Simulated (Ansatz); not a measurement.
# TiTeMo3: the cost of one run

Program: Ansatz 0.2.0. Level of theory: DFT PBE, scalar-relativistic, plane waves, PAW. These are calculated values, not measurements.

### 1 The structure to begin with

The structure is cubic, space group Pm-3m (No. 221). Conventional cell: a = 4.662 Å, b = 4.662 Å, c = 4.662 Å, α = 90.00°, β = 90.00°, γ = 90.00°. Ti (site symmetry m-3m) has 12 Mo at 3.30 Å as nearest neighbours. Around Te (site symmetry m-3m) lie 6 Mo at 2.33 Å. Around Mo (site symmetry 4/mmm) lie 2 Te at 2.33 Å.

Coordinates:

```
Ti Te Mo
1.0
     4.66187    0.00000    0.00000
     0.00000    4.66187    0.00000
     0.00000    0.00000    4.66187
Ti Te Mo
1 1 3
Direct
  0.50000 0.50000 0.50000
  0.00000 0.00000 0.00000
  0.50000 0.00000 0.00000
  0.00000 0.50000 0.00000
  0.00000 0.00000 0.50000
```

The cell is invented: random cell by space group and Wyckoff sites (Pm-3m, No. 221). The dimensions are guesses.

### 2 A first look at the guess

input.yaml

```yaml
crystal:
  lattice:
    - [4.66187126, 0.0, 0.0]
    - [0.0, 4.66187126, 0.0]
    - [0.0, 0.0, 4.66187126]
  atoms:
    - { symbol: Ti, position: [0.5, 0.5, 0.5] }
    - { symbol: Te, position: [0.0, 0.0, 0.0] }
    - { symbol: Mo, position: [0.5, 0.0, 0.0] }
    - { symbol: Mo, position: [0.0, 0.5, 0.0] }
    - { symbol: Mo, position: [0.0, 0.0, 0.5] }
basis:
  ecutwfc: 420
kpoints:
  mp_grid: { grid: [4, 4, 4] }
hamiltonian:
  xc: pbe
scf:
  occupations: { method: gaussian, width: 0.1 }
  lower_state_search: "off"
output:
  forces: true
  stress: true
  eigenvalues: true
```

Command:

```sh
$ ansatz run input.yaml --threads 1 --pin off --max-ram 2560MiB --backend cpu --events-out ev --progress --plain --runs-dir out
```

**Question.** How long does this run take on 1 thread of AMD EPYC (Zen 3), shared host, and how much memory does it need?

About 4.1 s, with a peak of 0.41 GiB.
